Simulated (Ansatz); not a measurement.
**C₉H₈: ionisation energy by level of theory**

An exercise on one series of results from a longer session: the logs are not shown, and one member is left open.

Method: unrestricted cation, the program's frozen cores in correlated methods; program: Ansatz 0.2.0, Gaussian basis.

Levels to be run: UKS PBE-D4/def2-TZVPP; UKS r2SCAN-D4/def2-TZVPP; UKS PBE0-D4/def2-TZVPP; UKS B3LYP-D4/def2-TZVPP; UKS wB97X-V/def2-TZVPP; UKS wB97M-V/def2-TZVPP; UKS B2PLYP/def2-TZVPP; UHF-CCSD(T)/def2-TZVPP; UHF-MP2/def2-QZVPP; extrapolation to the limit; then −ε(HOMO) from the neutral's earlier runs with LDA (SPW92), PBE-D4, revPBE-D4, BLYP-D4, r2SCAN-D4, B97M-V, PBE0-D4, B3LYP-D4, r2SCANh-D4, r2SCAN0-D4, HSE06-D4, BHLYP-D4, CAM-B3LYP-D4, LC-ωPBE, ωB97X-V, ωB97M-V.

## The relaxed structure

All runs share one geometry, relaxed beforehand with PBE0-D4 in a triple-zeta def2 set.

SMILES `C1=Cc2ccccc2C1`, 17 atoms, charge 0, spin multiplicity 1.

Atoms are counted from 1 here; the program's logs count them from 0.

Bond lengths: C1–C2 1.340 Å, C1–C9 1.498 Å, C1–H10 1.082 Å, C2–C3 1.457 Å, C2–H11 1.083 Å, C3–C4 1.387 Å, C3–C8 1.403 Å, C4–C5 1.388 Å, C4–H12 1.085 Å, C5–C6 1.390 Å, C5–H13 1.084 Å, C6–C7 1.391 Å, C6–H14 1.084 Å, C7–C8 1.380 Å, C7–H15 1.085 Å, C8–C9 1.498 Å, C9–H16 1.097 Å, C9–H17 1.097 Å. Angles: C2–C1–C9 110.7°, C2–C1–H10 125.9°, C9–C1–H10 123.4°, C1–C2–C3 109.6°, C1–C2–H11 125.9°, C3–C2–H11 124.5°, C2–C3–C4 131.4°, C2–C3–C8 108.1°, C4–C3–C8 120.5°, C3–C4–C5 118.6°, C3–C4–H12 120.9°, C5–C4–H12 120.5°, C4–C5–C6 120.8°, C4–C5–H13 119.7°, C6–C5–H13 119.5°, C5–C6–C7 120.7°, C5–C6–H14 119.6°, C7–C6–H14 119.7° and more.

As a file:

```xyz
17

C     0.62661   -1.38126    1.83939
C     1.31320   -1.31418    0.69068
C     0.65941   -0.37888   -0.21535
C     0.98057    0.02713   -1.50265
C     0.15759    0.95000   -2.13376
C    -0.96539    1.45808   -1.49122
C    -1.28867    1.05177   -0.20025
C    -0.47402    0.13447    0.43200
C    -0.56787   -0.47790    1.79635
H     0.87837   -1.99433    2.69460
H     2.21609   -1.86403    0.45692
H     1.85573   -0.36655   -2.00793
H     0.39214    1.27938   -3.13968
H    -1.59500    2.17787   -2.00161
H    -2.16695    1.45288    0.29486
H    -1.50377   -1.03214    1.93690
H    -0.53703    0.27730    2.59105
```

Set-up of the first run:

Input file in.yaml:

```yaml
crystal:
  periodic: [false, false, false]
  atoms:
    - {symbol: C, position_ang: [0.626607, -1.381265, 1.839386]}
    - {symbol: C, position_ang: [1.313202, -1.314184, 0.690679]}
    - {symbol: C, position_ang: [0.659414, -0.378882, -0.215350]}
    - {symbol: C, position_ang: [0.980566, 0.027129, -1.502651]}
    - {symbol: C, position_ang: [0.157587, 0.950000, -2.133757]}
    - {symbol: C, position_ang: [-0.965392, 1.458076, -1.491223]}
    - {symbol: C, position_ang: [-1.288673, 1.051774, -0.200245]}
    - {symbol: C, position_ang: [-0.474022, 0.134471, 0.431998]}
    - {symbol: C, position_ang: [-0.567871, -0.477900, 1.796350]}
    - {symbol: H, position_ang: [0.878369, -1.994329, 2.694597]}
    - {symbol: H, position_ang: [2.216092, -1.864032, 0.456922]}
    - {symbol: H, position_ang: [1.855731, -0.366554, -2.007935]}
    - {symbol: H, position_ang: [0.392140, 1.279382, -3.139681]}
    - {symbol: H, position_ang: [-1.594998, 2.177871, -2.001607]}
    - {symbol: H, position_ang: [-2.166951, 1.452884, 0.294862]}
    - {symbol: H, position_ang: [-1.503770, -1.032141, 1.936902]}
    - {symbol: H, position_ang: [-0.537032, 0.277301, 2.591054]}
basis:
  gaussian: {orbitals: def2-TZVPP}
total_charge: 1
magnetization: {spin_polarized: true, initial_magnetization: 1}
hamiltonian: {xc: pbe, dispersion: d4}
```

Command:

```sh
> ansatz run in.yaml --threads 2 --pin off --events-out ev --progress --plain --max-ram 32768MiB --backend cuda --devices 0, --max-vram 18GiB
```

Steps of the session up to this table: Cation, UKS PBE-D4/def2-TZVPP; Cation, UKS r2SCAN-D4/def2-TZVPP; Cation, UKS PBE0-D4/def2-TZVPP; Cation, UKS B3LYP-D4/def2-TZVPP; Cation, UKS wB97X-V/def2-TZVPP; Cation, UKS wB97M-V/def2-TZVPP; Cation, UKS B2PLYP (frozen core)/def2-TZVPP; Cation, UHF-CCSD(T)/def2-TZVPP; Cation, UHF-MP2/def2-QZVPP.

One table of the session follows, with a row left open; its other results are not shown here.

Orbital estimates, from the neutral's runs:

```
  functional  −ε(HOMO) (eV)
 LDA (SPW92)           5.61
      PBE-D4           5.40
   revPBE-D4           5.33
     BLYP-D4           5.21
   r2SCAN-D4           5.53
      B97M-V           5.49
     PBE0-D4           6.31
    B3LYP-D4           6.10
  r2SCANh-D4           5.88
  r2SCAN0-D4           6.40
    HSE06-D4           5.92
    BHLYP-D4           7.02
CAM-B3LYP-D4              ?
     LC-ωPBE           8.73
     ωB97X-V           8.38
     ωB97M-V           8.32
```

Estimate the missing values for CAM-B3LYP-D4.

As computed: −ε(HOMO) (eV): 7.46. In the column «−ε(HOMO) (eV)» it lies between BHLYP-D4 (7.02) and ωB97M-V (8.32).
